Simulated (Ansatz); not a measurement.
# CH3FOSi: the cost of one run

Program: the Python package of Ansatz 0.2.0. Level of theory: r2SCAN0/6-31G*. These are calculated values, not measurements.

### Step 1. The system

Bond lengths: O1–C2 1.275 Å, C2–Si3 1.877 Å, Si3–F4 1.569 Å, C2–H5 1.116 Å, Si3–H6 1.479 Å, Si3–H7 1.544 Å. Angles: O1–C2–Si3 121.8°, O1–C2–H5 122.3°, Si3–C2–H5 115.8°, C2–Si3–F4 109.5°, C2–Si3–H6 113.3°, C2–Si3–H7 110.4°, F4–Si3–H6 111.1°, F4–Si3–H7 104.9°, H6–Si3–H7 107.4°.

The script holds or builds the structure itself.

### Step 2. The code

Input file bde_ch3fosi.py:

```python
"""X-H bond energies of CH3FOSi without relaxation."""

import ansatz as az


def energy(molecule, charge=0, unpaired=0):
    calc = (
        molecule.calculation()
        .basis(gaussian="6-31G*")
        .functional("r2scan0")
    )
    if charge:
        calc = calc.charge(charge)
    if unpaired:
        calc = calc.spin("collinear", total=unpaired)
    report = calc.run(threads=1).report
    if report["published_state_doubts"]:
        print("  doubts:", report["published_state_doubts"])
    return report["free_energy_ev"]

GEOMETRY = """
O     0.64110   -1.82070    0.88070
C     0.16770   -1.13840   -0.08660
Si   -0.14420    0.70640    0.06230
F    -0.58760    1.27620   -1.33120
H    -0.05770   -1.59010   -1.08170
H    -1.12550    1.05010    1.11450
H     1.16750    1.44840    0.39610
"""

def without(molecule, index):
    rest = az.Crystal.molecule()
    for i, site in enumerate(molecule.cartesian_sites):
        if i != index:
            rest = rest.atom(site.symbol, site.position_ang)
    return rest


def main() -> None:
    system = az.Crystal.molecule()
    for line in GEOMETRY.strip().splitlines():
        symbol, *xyz = line.split()
        system = system.atom(symbol, [float(v) for v in xyz])

    whole = energy(system, 0)
    hydrogen = energy(az.Crystal.molecule().atom("H", (0, 0, 0)), 0, 1)
    print(f"E(molecule) = {whole:.5f} eV, E(H) = {hydrogen:.5f} eV")
    for index in [4, 6]:
        radical = energy(without(system, index), 0, 1)
        print(f"H{index}: homolysis {23.060548 * (radical + hydrogen - whole):.1f} kcal/mol")
        anion = energy(without(system, index), -1)
        print(f"H{index}: loss of a proton {23.060548 * (anion - whole):.1f} kcal/mol")


if __name__ == "__main__":
    main()
```

### Step 3. What the engine is handed

The package turns the script's settings into the engine's input (first run):

```yaml
crystal:
  periodic: [false, false, false]
  atoms:
    - { symbol: O, position_ang: [0.6411, -1.8207, 0.8807] }
    - { symbol: C, position_ang: [0.1677, -1.1384, -0.0866] }
    - { symbol: Si, position_ang: [-0.1442, 0.7064, 0.0623] }
    - { symbol: F, position_ang: [-0.5876, 1.2762, -1.3312] }
    - { symbol: H, position_ang: [-0.0577, -1.5901, -1.0817] }
    - { symbol: H, position_ang: [-1.1255, 1.0501, 1.1145] }
    - { symbol: H, position_ang: [1.1675, 1.4484, 0.3961] }
basis:
  gaussian:
    orbitals: "6-31G*"
hamiltonian:
  xc: r2scan0
```

### Step 4. Running it

Started as:

```
$ python bde_ch3fosi.py
```

What time and memory should one allow on 1 thread of Arm Neoverse V2, shared host?

About 26 s, with a peak of 0.25 GiB.
